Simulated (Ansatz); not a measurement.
I need a short molecular-dynamics run of C₂H₆Ge, SMILES C[CH2][GeH]. Use Ansatz 0.2.0, Python API. Settings: PBE0, def2-SVP basis, multiplicity 1.

Input file `c2h6ge.xyz`:
```text
9

C    -0.53850    0.49790   -0.55970
C     0.29340   -0.64720   -0.22050
Ge    1.43230   -0.20180    1.26380
H    -1.17110    0.28720   -1.42870
H     0.04030    1.40680   -0.87870
H    -1.22260    0.83420    0.29550
H     0.94710   -0.91730   -1.09240
H    -0.29800   -1.49540    0.05260
H     0.60560    0.18930    2.55100
```

The script, `c2h6ge_md.py`:
```python
"""Molecular dynamics of one C2H6Ge molecule."""

import ansatz as az
import numpy as np

system = az.Crystal.molecule_from_extxyz("c2h6ge.xyz")

calc = (
    system.calculation()
    .basis(gaussian="def2-SVP")
    .functional("pbe0")
    .md("nvt_nose_hoover", timestep=0.5, steps=30, temperature=500, initial_velocities="maxwell_boltzmann", seed=21, thermostat_time=50)
)
frames = []
calc.session().plan().execute(on_event=lambda e: frames.append(e["data"]) if e["event"] == "md_step" else None)
print("t (fs)   E_pot (eV)      E_kin (eV)   T (K)   d(0-1) (A)")
for f in frames[::2]:
    xyz = np.array(f["positions_ang"])
    print(f"{f['time_fs']:6.2f} {f['lagrangian_ev']:14.5f} {f['e_kin_ev']:10.5f} {f['temperature_k']:8.1f} {np.linalg.norm(xyz[0] - xyz[1]):9.4f}")
kept = np.array([f["conserved_ev"] for f in frames])
print(f"conserved energy moves by at most {1000 * np.ptp(kept):.3f} meV")
symbols = [site.symbol for site in system.cartesian_sites]
with open("last_frame.xyz", "w") as handle:
    handle.write(f"{len(symbols)}\nt = {frames[-1]['time_fs']} fs\n")
    handle.writelines("{:2s} {:10.5f} {:10.5f} {:10.5f}\n".format(s, *xyz) for s, xyz in zip(symbols, frames[-1]["positions_ang"]))
```

```console
$ python c2h6ge_md.py
t (fs)   E_pot (eV)      E_kin (eV)   T (K)   d(0-1) (A)
  0.00   -58669.83582    0.45241    500.0    1.4555
  1.00   -58669.73578    0.35481    392.1    1.4660
  2.00   -58669.67792    0.29790    329.2    1.4797
  3.00   -58669.71737    0.33659    372.0    1.4960
  4.00   -58669.80632    0.42492    469.6    1.5140
  5.00   -58669.88778    0.50606    559.3    1.5328
  6.00   -58669.91994    0.53795    594.5    1.5510
  7.00   -58669.88260    0.50204    554.9    1.5676
  8.00   -58669.85778    0.47959    530.0    1.5814
  9.00   -58669.95592    0.57616    636.8    1.5917
 10.00   -58670.08455    0.70207    775.9    1.5986
 11.00   -58670.08920    0.70723    781.6    1.6026
 12.00   -58669.99810    0.61789    682.9    1.6043
 13.00   -58669.93352    0.55332    611.5    1.6041
 14.00   -58669.93696    0.55542    613.8    1.6024
 15.00   -58669.97418    0.59126    653.5    1.5993
conserved energy moves by at most 4.572 meV
```

`last_frame.xyz`, as written:
```text
9
t = 15.0 fs
C    -0.60603    0.56670   -0.57366
C     0.26979   -0.73172   -0.24972
Ge    1.45767   -0.20072    1.27813
H    -1.11883    0.49153   -1.60646
H     0.02071    1.57925   -0.50801
H    -1.36944    0.65438    0.18259
H     0.89019   -1.13010   -1.06405
H    -0.40224   -1.59846   -0.03264
H     0.13852    0.41793    2.00959
```

Reading the output:
- Total energies depend on the basis set; only differences at equal settings carry meaning.
- The trajectory is only some femtoseconds long, so its temperature is not equilibrated; where the script doesn't relax first, it starts from a rough generated geometry.
- The temperature counts the internal degrees of freedom alone.
- Finished in 100 s on 1 thread of Arm Neoverse V1, with other jobs on the host, peak memory 0.26 GiB.

(Lines on the test bed's own set-up are left out of the output.)
